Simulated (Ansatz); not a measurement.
# CH₂ClGaO: one species, many methods

The task here is to estimate one member of a computed series from the others.

Program: Ansatz 0.2.0, Gaussian basis. Level of theory: functionals in def2-TZVPP, the program's frozen cores in correlated methods. These are calculated values, not measurements.

Plan: LDA (SPW92), PBE-D4, revPBE-D4, BLYP-D4, r2SCAN-D4, B97M-V, PBE0-D4, B3LYP-D4, r2SCANh-D4, r2SCAN0-D4, HSE06-D4, BHLYP-D4, CAM-B3LYP-D4, LC-ωPBE, ωB97X-V, ωB97M-V, B2PLYP, PBE-QIDH; CCSD(T)/def2-SVP; CCSD(T)/def2-TZVPP; MP2/def2-QZVPP; extrapolation to the limit; RPA on PBE.

### The geometry

The geometry comes from an earlier relaxation with PBE0-D4 in a triple-zeta def2 set; it is a stationary point.

6 atoms, charge 0, spin multiplicity 1.

Atoms are counted from 1 here; the program's logs count them from 0.

Bond lengths: Cl1–Ga2 2.273 Å, C3–O4 1.204 Å, C3–H5 1.102 Å, C3–H6 1.104 Å. Angles: O4–C3–H5 121.3°, O4–C3–H6 120.3°, H5–C3–H6 118.4°.

As a file:

| atom | x (Å) | y (Å) | z (Å) |
| --- | --- | --- | --- |
| Cl1 | -0.44545 | -2.17912 | 0.84827 |
| Ga2 | -2.19572 | -0.94308 | 0.09120 |
| C3 | 0.68860 | 0.76012 | -0.24220 |
| O4 | -0.48977 | 0.88966 | -0.45516 |
| H5 | 1.09153 | -0.16467 | 0.20267 |
| H6 | 1.39301 | 1.57300 | -0.49107 |

Set-up of the first run:

in.yaml

```yaml
crystal:
  periodic: [false, false, false]
  atoms:
    - {symbol: Cl, position_ang: [-0.445451, -2.179121, 0.848271]}
    - {symbol: Ga, position_ang: [-2.195724, -0.943085, 0.091201]}
    - {symbol: C, position_ang: [0.688603, 0.760123, -0.242203]}
    - {symbol: O, position_ang: [-0.489769, 0.889657, -0.455161]}
    - {symbol: H, position_ang: [1.091532, -0.164669, 0.202665]}
    - {symbol: H, position_ang: [1.393008, 1.572996, -0.491073]}
basis:
  gaussian: {orbitals: def2-TZVPP}
hamiltonian: {xc: lda}
output: {orbitals: {seedname: orbitals}}
```

Command:

```console
$ ansatz run in.yaml --threads 2 --pin off --events-out ev --progress --plain --max-ram 4352MiB
```

Among the steps run: LDA; PBE-D4 (GGA); revPBE-D4 (GGA); BLYP-D4 (GGA); r2SCAN-D4 (meta-GGA); B97M-V (meta-GGA); PBE0-D4 (hybrid); B3LYP-D4 (hybrid); r2SCANh-D4 (hybrid); r2SCAN0-D4 (hybrid); HSE06-D4 (hybrid); BHLYP-D4 (hybrid); CAM-B3LYP-D4 (range-separated); LC-ωPBE (range-separated); ωB97X-V (range-separated); ωB97M-V (range-separated); B2PLYP (double hybrid); PBE-QIDH (double hybrid).

One of the session's tables, all rows but one given; the rest of the session is left out.

| functional | HOMO (eV) | LUMO (eV) | gap (eV) |
| --- | --- | --- | --- |
| LDA (SPW92) | -6.07 | -3.58 | 2.49 |
| PBE-D4 | -5.86 | -3.30 | 2.57 |
| revPBE-D4 | -5.79 | -3.20 | 2.59 |
| BLYP-D4 | -5.76 | -3.17 | 2.59 |
| r2SCAN-D4 | -6.12 | -3.07 | 3.05 |
| B97M-V | -5.99 | -2.93 | 3.05 |
| PBE0-D4 | -6.83 | -2.07 | 4.76 |
| B3LYP-D4 | -6.70 | -2.36 | 4.34 |
| r2SCANh-D4 | -6.48 | -2.61 | 3.87 |
| r2SCAN0-D4 | ? | ? | ? |
| HSE06-D4 | -6.44 | -2.47 | 3.97 |
| BHLYP-D4 | -7.70 | -0.87 | 6.83 |
| CAM-B3LYP-D4 | -8.10 | -0.86 | 7.24 |
| LC-ωPBE | -9.28 | 0.38 | 9.66 |
| ωB97X-V | -8.98 | 0.29 | 9.26 |
| ωB97M-V | -8.92 | 0.17 | 9.10 |

Q: Estimate the row for r2SCAN0-D4 from the others.

Worked estimate for «HOMO (eV)». Against the share of exact exchange, r2SCAN-D4 (0, -6.12), r2SCANh-D4 (0.1, -6.48) give a slope of -3.60 per unit share; at 0.25 the line stands at -7.02.

As computed: HOMO (eV): -7.02; LUMO (eV): -1.95; gap (eV): 5.07. In «HOMO (eV)» the line misses by 0.00.
